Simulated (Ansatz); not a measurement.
# ZrGeSb, space group P4/nmm: a phonon calculation by linear response

Program: Ansatz 0.2.0 through its Python package.

`POSCAR_zrgesb`
```text
ZrGeSb
1.0
   3.82162883    0.00000000    0.00000000
   0.00000000    3.82162883    0.00000000
   0.00000000    0.00000000    8.71515093
Zr Ge Sb
2 2 2
Direct
   0.50000000    0.00000000    0.24941071
   0.00000000    0.50000000    0.75058929
   0.50000000    0.50000000    0.00000000
   0.00000000    0.00000000    0.00000000
   0.50000000    0.00000000    0.61167466
   0.00000000    0.50000000    0.38832534
```

The cells in order, each with its output:

```python
from pathlib import Path

import ansatz as az
from ase.io import read
import numpy as np
```

```python
atoms = read('POSCAR_zrgesb', format='vasp')
xtal = az.Crystal.from_ase(atoms)
```

```python
[site.symbol for site in xtal.resolved().sites]
```

    ['Zr', 'Zr', 'Ge', 'Ge', 'Sb', 'Sb']

```python
calculation = (
    xtal.calculation()
    .functional('pbesol')
    .basis(18 * az.Ha)
    .occupations('fermi_dirac', width=0.15)  # the run then minimises F = E - TS
    .scf(tolerance=1e-08)
    .kpoints(8, 8, 4)  # sampling of the Brillouin zone
    .phonons('dfpt', points=[(0, 0, 0), (0.5, 0.5, 0.5)])
)
result = calculation.run(threads=1, pin='off', runs_dir='runs')
ph = result.phonons
```

    

```python
for q in ph.qpoints:
    thz = np.asarray(q.omega_inv_cm) / 33.35641
    print('q = ({:.2f}, {:.2f}, {:.2f})'.format(*q.q_frac), np.round(thz, 2) + 0.0, 'THz')
```

    q = (0.00, 0.00, 0.00) [0.   0.   0.   2.78 2.78 2.85 2.85 3.72 3.73 4.36 5.08 5.08 5.62 5.84
     5.84 5.85 5.85 6.19] THz
    q = (0.50, 0.50, 0.50) [2.84 2.84 2.98 2.98 2.99 2.99 3.38 3.38 4.55 4.55 4.95 4.95 5.8  5.8
     5.91 5.91 6.12 6.12] THz

Caveats:
- The cell isn't relaxed first, so the values belong to this volume.
- The structure comes from a database of computed cells and needn't be a stable or known phase.
- The structure is taken as given; imaginary modes can come from an unrelaxed or unstable start. Phonons of metals also depend on mesh and smearing.
- Wall time of the script: 20 min on 1 thread of Arm Neoverse V1, on a shared host, peak memory 2.1 GiB.

(Lines on the test bed's own set-up are left out of the output.)
